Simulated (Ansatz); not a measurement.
# Ge started on a Cs site and Ge started on a Cs site in perovskite CsCaF3, 40 atoms, charge 0

Aim: let the atoms about the defect relax, then read the frontier levels by PBEsol, HSE06 and r²SCAN.

Program: Ansatz 0.2.0, PAW, plane waves. These are calculated values, not measurements.

**1. The system as built**

40 atoms (2 Ge, 6 Cs, 8 Ca, 24 F); a = 8.989 Å, b = 8.989 Å, c = 8.989 Å, α = 90.00°, β = 90.00°, γ = 90.00°. All atoms were shaken off their sites by about 0.02 Å along each axis. Defect site 1: (0.500, 0.500, 0.500). Defect site 2: (0.000, 0.000, 0.000).

Plan of the steps: (2) PBEsol relaxation at the single k point (¼, ¼, ¼), on 1 × NVIDIA GB300 Max-Q with 8 threads of Arm Neoverse-V2; (3) HSE06 single point at the single k point (¼, ¼, ¼), on 1 × NVIDIA GB300 Max-Q with 8 threads of Arm Neoverse-V2; (4) r²SCAN single point at the single k point (¼, ¼, ¼), on 1 × NVIDIA GB300 Max-Q with 8 threads of Arm Neoverse-V2.

**2. Relaxation of the positions (PBEsol)**

in.yaml

```yaml
crystal:
  lattice:
    - [8.988828, 0.000000, 0.000000]
    - [0.000000, 8.988828, 0.000000]
    - [0.000000, 0.000000, 8.988828]
  atoms:
    - { symbol: Ge, position: [0.997159, 0.001485, 0.997480] }
    - { symbol: Ge, position: [0.500261, 0.502018, 0.501861] }
    - { symbol: Cs, position: [0.000431, 0.003100, 0.498999] }
    - { symbol: Cs, position: [0.002923, 0.504185, 0.000766] }
    - { symbol: Cs, position: [0.996445, 0.504485, 0.502977] }
    - { symbol: Cs, position: [0.502339, 0.002029, 0.001686] }
    - { symbol: Cs, position: [0.497844, 0.000271, 0.499418] }
    - { symbol: Cs, position: [0.499911, 0.501790, 0.000159] }
    - { symbol: Ca, position: [0.251203, 0.246656, 0.250768] }
    - { symbol: Ca, position: [0.252545, 0.252499, 0.748914] }
    - { symbol: Ca, position: [0.249414, 0.745885, 0.252340] }
    - { symbol: Ca, position: [0.253533, 0.754563, 0.751362] }
    - { symbol: Ca, position: [0.754934, 0.251544, 0.248078] }
    - { symbol: Ca, position: [0.750147, 0.253672, 0.752164] }
    - { symbol: Ca, position: [0.748635, 0.748292, 0.247680] }
    - { symbol: Ca, position: [0.746703, 0.750269, 0.749510] }
    - { symbol: F, position: [0.250399, 0.250547, 0.001953] }
    - { symbol: F, position: [0.250359, 0.250635, 0.502703] }
    - { symbol: F, position: [0.249236, 0.750623, 0.002511] }
    - { symbol: F, position: [0.250037, 0.745454, 0.499358] }
    - { symbol: F, position: [0.754216, 0.246231, 0.000851] }
    - { symbol: F, position: [0.748872, 0.250844, 0.502479] }
    - { symbol: F, position: [0.751139, 0.749623, 0.000236] }
    - { symbol: F, position: [0.746444, 0.752807, 0.498180] }
    - { symbol: F, position: [0.999555, 0.249993, 0.248901] }
    - { symbol: F, position: [0.001412, 0.247593, 0.753380] }
    - { symbol: F, position: [0.999951, 0.748630, 0.244180] }
    - { symbol: F, position: [0.001553, 0.752110, 0.753949] }
    - { symbol: F, position: [0.502134, 0.249243, 0.251398] }
    - { symbol: F, position: [0.498917, 0.255202, 0.750655] }
    - { symbol: F, position: [0.500952, 0.750447, 0.247045] }
    - { symbol: F, position: [0.500243, 0.748327, 0.752454] }
    - { symbol: F, position: [0.249525, 0.003483, 0.251291] }
    - { symbol: F, position: [0.249752, 0.997018, 0.749654] }
    - { symbol: F, position: [0.248096, 0.503940, 0.249342] }
    - { symbol: F, position: [0.249351, 0.500601, 0.750935] }
    - { symbol: F, position: [0.748783, 0.001260, 0.249832] }
    - { symbol: F, position: [0.749843, 0.999427, 0.747026] }
    - { symbol: F, position: [0.747279, 0.500862, 0.248466] }
    - { symbol: F, position: [0.748976, 0.495341, 0.750125] }
  symmetry: { detect: false }
kpoints:
  mp_grid: { grid: [1, 1, 1], shift: [0.25, 0.25, 0.25] }
hamiltonian:
  xc: pbesol
scf:
  occupations: { method: fermi_dirac, width: 0.01 }
relax:
  f_tol: 0.03
  max_steps: 80
  escape_saddle: false
  adjacent_minimum: "off"
output:
  forces: true
  eigenvalues: true
  populations: true
```

Launch:

```
> ansatz run in.yaml --threads 8 --pin off --max-ram 118750MiB --runs-dir r --events-out ev --progress --plain --backend cuda --devices 0,
```

After this run come: HSE06 on the final geometry; r²SCAN single point.

Before running it: what results should come out? Wanted: for each run, top filled to lowest empty.

The runs gave:

| level | time | top filled to lowest empty (eV) |
| --- | --- | --- |
| PBEsol, relaxation | 21 s (GPU) | 0.70 |
| HSE06 | 14 s (GPU) | 1.67 |
| r²SCAN | 5 s (GPU) | 0.96 |

```
     quantity                              value
   relaxation  18 recorded steps, 2.48 eV gained
largest shift                       0.92 Å (Ge1)
```

**What this shows.** The relaxation lowers the energy by 2.48 eV; the largest shift is 0.92 Å (Ge1). At the same k points, PBEsol gives a spacing 0.97 eV smaller and r²SCAN gives a spacing 0.71 eV smaller than the 1.67 eV of HSE06. In a defect cell this spacing can involve defect levels, so it need not be the gap. The HSE06 single point took about 2.9 times as long as the r²SCAN one on the same kind of device.
